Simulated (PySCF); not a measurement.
# RhH₄: from HF to coupled cluster

Aim: at the PBE0 minimum of sextet RhH₄, found before, compare methods on energies and levels.

The runs use PySCF 2.14.0; several methods, basis Rh def2-TZVP with ECP28, H def2-TZVP, scalar-relativistic core potentials, no spin–orbit coupling, density fitting.

## (1) The system as given

5 atoms, charge 0, spin multiplicity 6.

Bond lengths: Rh1–H2 1.735 Å, Rh1–H3 1.735 Å, Rh1–H4 1.735 Å, Rh1–H5 1.735 Å. Angles: H2–Rh1–H3 109.5°, H2–Rh1–H4 109.5°, H2–Rh1–H5 109.5°, H3–Rh1–H4 109.5°, H3–Rh1–H5 109.5°, H4–Rh1–H5 109.5°.

```xyz
5
charge 0 multiplicity 6
Rh    0.0000    0.0000    0.0000
H     1.4169   -0.0001    1.0019
H    -1.4169    0.0000    1.0019
H     0.0000    1.4169   -1.0018
H     0.0000   -1.4169   -1.0019
```

## (2) PBE0

One driver script runs all steps and calls PySCF; scf.py shows the equivalent input of each level. Each SCF starts from the density of the minimum. The driver also runs the species with one electron less or more at the same geometry (one less: multiplicity 5, one more: multiplicity 5); their logs are not shown.

The input, scf.py:

```python
from pyscf import gto, scf, dft
mol = gto.M(atom='''
Rh     0.000000    -0.000000     0.000000
H      1.416893    -0.000073     1.001894
H     -1.416893    -0.000000     1.001894
H      0.000037     1.416929    -1.001843
H     -0.000037    -1.416856    -1.001946''',
    basis={'Rh': 'def2-TZVP', 'H': 'def2-TZVP'},
    ecp={'Rh': 'def2-TZVP'},
    charge=0, spin=5)
mf = dft.UKS(mol, xc='PBE0')
mf.grids.atom_grid = (99, 590)
aux = {'Rh': 'def2-universal-JKFIT', 'H': 'def2-universal-JKFIT'}
mf = mf.density_fit(auxbasis=aux)
mf.kernel()
```

The program printed:

```text
init E= -112.684002150233
[... the frontier-level lines of each cycle are left out ...]
cycle= 1 E= -112.684002151023  delta_E= -7.9e-10  |g|= 1.49e-05  |ddm|= 7.77e-05
Extra cycle  E= -112.684002150925  delta_E= 9.78e-11  |g|= 2.69e-05  |ddm|= 3.3e-05
converged SCF energy = -112.684002150925  <S^2> = 8.7549624  2S+1 = 6.0016539
```

This level, with the species of one electron less or more, needed 9 s of wall time on 4 threads, shared host.

| Quantity | Value |
| --- | --- |
| energy | -112.684002 Eh |
| one electron less (charge +1) | -112.328982 Eh (quintet, ⟨S²⟩ 6.14) |
| one electron more (charge -1) | -112.823868 Eh (quintet, ⟨S²⟩ 6.00) |
| Mulliken charge of Rh1 | +0.13 e |

## (3) HF

scf.py: that of step 2 with these lines changed.

```diff
@@ -11,2 +11 @@
-mf = dft.UKS(mol, xc='PBE0')
-mf.grids.atom_grid = (99, 590)
+mf = scf.UHF(mol)
```

The program printed:

```text
init E= -111.808437419174
[... the frontier-level lines of each cycle are left out ...]
cycle= 1 E= -111.819450771563  delta_E= -0.011  |g|= 0.0402  |ddm|= 0.199
cycle= 2 E= -111.821172462875  delta_E= -0.00172  |g|= 0.0175  |ddm|= 0.0756
cycle= 3 E= -111.821683482789  delta_E= -0.000511  |g|= 0.0108  |ddm|= 0.0453
cycle= 4 E= -111.821783526193  delta_E= -0.0001  |g|= 0.00295  |ddm|= 0.0212
cycle= 5 E= -111.821800747575  delta_E= -1.72e-05  |g|= 0.000429  |ddm|= 0.0141
cycle= 6 E= -111.821801079977  delta_E= -3.32e-07  |g|= 0.000169  |ddm|= 0.0019
cycle= 7 E= -111.821801143079  delta_E= -6.31e-08  |g|= 0.000102  |ddm|= 0.000379
cycle= 8 E= -111.821801179709  delta_E= -3.66e-08  |g|= 3.2e-05  |ddm|= 0.000431
cycle= 9 E= -111.821801183796  delta_E= -4.09e-09  |g|= 3.41e-06  |ddm|= 0.000173
cycle= 10 E= -111.821801183814  delta_E= -1.8e-11  |g|= 5.36e-07  |ddm|= 1.13e-05
Extra cycle  E= -111.821801183814  delta_E= 2.84e-13  |g|= 2.3e-07  |ddm|= 1.72e-06
converged SCF energy = -111.821801183814  <S^2> = 8.782949  2S+1 = 6.010973
```

This level, with the species of one electron less or more, took 1 s.

```
energy                        : -111.821801 Eh
one electron less (charge +1) : -111.500850 Eh (quintet, ⟨S²⟩ 6.68)
one electron more (charge -1) : -111.914727 Eh (quintet, ⟨S²⟩ 6.03)
Mulliken charge of Rh1        : +0.35 e
```

## (4) PBE

scf.py: that of step 3 with these lines changed.

```diff
@@ -11 +11,2 @@
-mf = scf.UHF(mol)
+mf = dft.UKS(mol, xc='PBE')
+mf.grids.atom_grid = (99, 590)
```

The program printed:

```text
init E= -112.715874212432
[... the frontier-level lines of each cycle are left out ...]
cycle= 1 E= -112.716908756106  delta_E= -0.00103  |g|= 0.0399  |ddm|= 0.105
cycle= 2 E= -112.712132881985  delta_E= 0.00478  |g|= 0.115  |ddm|= 0.108
cycle= 3 E= -112.717608775204  delta_E= -0.00548  |g|= 0.00202  |ddm|= 0.0758
cycle= 4 E= -112.717611032621  delta_E= -2.26e-06  |g|= 0.00119  |ddm|= 0.0038
cycle= 5 E= -112.717611710426  delta_E= -6.78e-07  |g|= 5.91e-05  |ddm|= 0.00123
cycle= 6 E= -112.717611711939  delta_E= -1.51e-09  |g|= 2.19e-05  |ddm|= 8.91e-05
cycle= 7 E= -112.717611712164  delta_E= -2.24e-10  |g|= 2.99e-06  |ddm|= 1.75e-05
Extra cycle  E= -112.717611712141  delta_E= 2.25e-11  |g|= 7.93e-06  |ddm|= 7.97e-06
converged SCF energy = -112.717611712141  <S^2> = 8.7516924  2S+1 = 6.0005641
```

This level, with the species of one electron less or more, took 88 s.

| Quantity | Value |
| --- | --- |
| energy | -112.717612 Eh |
| one electron less (charge +1) | -112.368151 Eh (quintet, ⟨S²⟩ 6.01) |
| one electron more (charge -1) | -112.865951 Eh (quintet, ⟨S²⟩ 6.00) |
| Mulliken charge of Rh1 | +0.09 e |

## (5) CCSD(T)

scf.py: that of step 4 with these lines changed.

```diff
@@ -11,2 +11 @@
-mf = dft.UKS(mol, xc='PBE')
-mf.grids.atom_grid = (99, 590)
+mf = scf.UHF(mol)
@@ -15,0 +15,3 @@
+from pyscf import cc
+mycc = cc.CCSD(mf, frozen=0).run()
+mycc.ccsd_t()
```

The SCF cycles repeat those of step 3.

The program printed:

```text
CCSD nocc = (np.int64(13), np.int64(8)), nmo = (64, 64)
Init t2, MP2 energy = -0.484351593822781
UCCSD converged
E(UCCSD) = -112.3071664736247  E_corr = -0.4853652898105341
UCCSD(T) correction = -0.015211788267545
```

This level, with the species of one electron less or more, took 96 s.

```
energy                                                              : -112.322378 Eh
one electron less (charge +1)                                       : -111.973299 Eh (quintet, ⟨S²⟩ 6.68)
MP2 correlation in its own fitting basis (same spin, opposite spin) : -0.48471 Eh (-0.15154, -0.33317)
CCSD, (T)                                                           : -0.48537, -0.01521 Eh; T1 0.021, D1 0.057
```

## (6) The ladder

| level | atomisation energy (kJ/mol) | vertical ionisation energy (eV) | vertical electron affinity (eV) | −ε(HOMO) (eV) | gap (eV) | wall time |
| --- | --- | --- | --- | --- | --- | --- |
| PBE0 | 527 | 9.66 | 3.81 | 7.51 | 2.05 | 9 s |
| HF | 208 | 8.73 | 2.53 | 10.73 | 10.48 | 1 s |
| PBE | 570 | 9.51 | 4.04 | 6.24 | -1.31 | 88 s |
| CCSD(T) | 531 | 9.50 | – | – | – | 96 s |

Times are for 4 threads, shared host; PBE0 starts from its own converged density, so its time is not comparable. A dash stands where a species or a free atom was not run at that level, or the quantity is not defined.

Atomisation goes to high-spin atoms in their ground configurations, run at the same level, without zero-point energy.

## (7) Results

```
                                 quantity                         value
atomisation energy, CCSD(T) in this basis                    531 kJ/mol
      vertical ionisation energy, CCSD(T)                       9.50 eV
        vertical electron affinity, range    2.53 (HF) to 4.04 (PBE) eV
                       orbital gap, range  -1.31 (PBE) to 10.48 (HF) eV
                                   T1, D1                  0.021, 0.057
                     T1, D1 of the cation                  0.057, 0.253
```

In words: In atomisation energy the functionals lie from -4 kJ/mol (PBE0) to +39 kJ/mol (PBE) against CCSD(T). In a basis of this size CCSD(T) binds too weakly, often by tens of kJ/mol, while functionals are nearer their limits, so this ranks no functional. HF lacks the correlation that pairing electrons in bonds brings, so it binds too weakly, by 322 kJ/mol even against this CCSD(T). For the vertical ionisation energy, PBE comes nearest to CCSD(T) (+0.01 eV) and HF is farthest (-0.77 eV). PBE's −ε(HOMO), 6.2 eV, falls 3.3 eV short of the ionisation energy, while its energy difference gives 9.5 eV. A negative gap means that an empty level lies below a filled one. T1 of the cation is large, so the CCSD(T) value that rests on it is in doubt and small misses rank nothing. Spin contamination is strong in at least one of the open-shell species at HF, CCSD(T). Without diffuse functions electron affinities tend to come out too low. Open d and f shells are described by one determinant, and the ground state may have another occupation or spin.
